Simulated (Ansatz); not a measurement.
# CH5BCl2S: a ladder of functionals and wavefunction methods

The task here is to estimate one member of a computed series from the others.

The runs use Ansatz 0.2.0, Gaussian basis; functionals in def2-TZVPP, the program's frozen cores in correlated methods.

Plan: LDA (SPW92), PBE-D4, revPBE-D4, BLYP-D4, r2SCAN-D4, B97M-V, PBE0-D4, B3LYP-D4, r2SCANh-D4, r2SCAN0-D4, HSE06-D4, BHLYP-D4, CAM-B3LYP-D4, LC-ωPBE, ωB97X-V, ωB97M-V, B2PLYP, PBE-QIDH; CCSD(T)/def2-SVP; CCSD(T)/def2-TZVPP; MP2/def2-QZVPP; extrapolation to the limit; RPA on PBE.

### The geometry

The geometry comes from an earlier relaxation with PBE0-D4 in a triple-zeta def2 set; it is a stationary point, not always the lowest conformer.

SMILES `C[B-]([SH2+])(Cl)Cl`, 10 atoms, charge 0, spin multiplicity 1.

Atoms are counted from 1 here; the program's logs count them from 0.

Bond lengths: C1–B2 1.577 Å, C1–H6 1.093 Å, C1–H7 1.093 Å, C1–H8 1.094 Å, B2–S3 2.148 Å, B2–Cl4 1.823 Å, B2–Cl5 1.820 Å, S3–H9 1.346 Å, S3–H10 1.344 Å. Angles: B2–C1–H6 112.5°, B2–C1–H7 112.6°, B2–C1–H8 108.1°, H6–C1–H7 109.0°, H6–C1–H8 107.3°, H7–C1–H8 107.0°, C1–B2–S3 104.3°, C1–B2–Cl4 116.3°, C1–B2–Cl5 116.1°, S3–B2–Cl4 99.1°, S3–B2–Cl5 104.3°, Cl4–B2–Cl5 113.8°, B2–S3–H9 99.9°, B2–S3–H10 96.1°, H9–S3–H10 92.9°.

Geometry (Å):

```xyz
10

C    -1.2672   -0.4153    0.2621
B    -0.0830    0.2091   -0.5705
S     1.6861   -0.4187    0.4729
Cl    0.2526   -0.5533   -2.1924
Cl    0.0208    2.0258   -0.5780
H    -1.2065   -1.5047    0.3239
H    -1.3327   -0.0046    1.2734
H    -2.2059   -0.1704   -0.2442
H     1.6730    0.4545    1.4975
H     2.5459    0.3266   -0.2417
```

The first run:

The input, in.yaml:

```yaml
crystal:
  periodic: [false, false, false]
  atoms:
    - {symbol: C, position_ang: [-1.267169, -0.415323, 0.262118]}
    - {symbol: B, position_ang: [-0.082995, 0.209097, -0.570468]}
    - {symbol: S, position_ang: [1.686090, -0.418662, 0.472939]}
    - {symbol: Cl, position_ang: [0.252622, -0.553280, -2.192425]}
    - {symbol: Cl, position_ang: [0.020811, 2.025848, -0.577974]}
    - {symbol: H, position_ang: [-1.206544, -1.504726, 0.323884]}
    - {symbol: H, position_ang: [-1.332702, -0.004638, 1.273419]}
    - {symbol: H, position_ang: [-2.205913, -0.170398, -0.244237]}
    - {symbol: H, position_ang: [1.672991, 0.454487, 1.497460]}
    - {symbol: H, position_ang: [2.545908, 0.326596, -0.241714]}
basis:
  gaussian: {orbitals: def2-TZVPP}
hamiltonian: {xc: lda}
output: {orbitals: {seedname: orbitals}}
```

The run is started by

```
> ansatz run in.yaml --threads 4 --pin off --events-out ev --progress --plain --max-ram 10444MiB
```

Steps of the session up to this table: LDA; PBE-D4 (GGA); revPBE-D4 (GGA); BLYP-D4 (GGA); r2SCAN-D4 (meta-GGA); B97M-V (meta-GGA); B3LYP-D4 (hybrid); r2SCANh-D4 (hybrid); r2SCAN0-D4 (hybrid); HSE06-D4 (hybrid); BHLYP-D4 (hybrid); CAM-B3LYP-D4 (range-separated); LC-ωPBE (range-separated); ωB97X-V (range-separated); ωB97M-V (range-separated); B2PLYP (double hybrid); PBE-QIDH (double hybrid).

One of the session's tables, all rows but one given; the rest of the session is left out.

It belongs to the step «Orbital energies across the functionals». 

| functional | HOMO (eV) | gap (eV) |
| --- | --- | --- |
| LDA (SPW92) | -6.91 | 5.14 |
| PBE-D4 | -6.77 | 5.13 |
| revPBE-D4 | -6.72 | 5.13 |
| BLYP-D4 | -6.63 | 5.07 |
| r2SCAN-D4 | -7.09 | 5.71 |
| B97M-V | -7.21 | 5.75 |
| PBE0-D4 | -8.09 | 7.45 |
| B3LYP-D4 | -7.86 | 6.94 |
| r2SCANh-D4 | -7.57 | 6.56 |
| r2SCAN0-D4 | -8.30 | 7.83 |
| HSE06-D4 | -7.69 | 6.67 |
| BHLYP-D4 | -9.29 | 9.65 |
| CAM-B3LYP-D4 | -9.45 | 9.91 |
| LC-ωPBE | -10.80 | 12.52 |
| ωB97X-V | -10.46 | 12.01 |
| ωB97M-V | ? | ? |

**Question.** Estimate the row for ωB97M-V.

**Answer.** HOMO (eV): -10.30; gap (eV): 11.62. In the column «HOMO (eV)» it lies between ωB97X-V (-10.46) and CAM-B3LYP-D4 (-9.45).
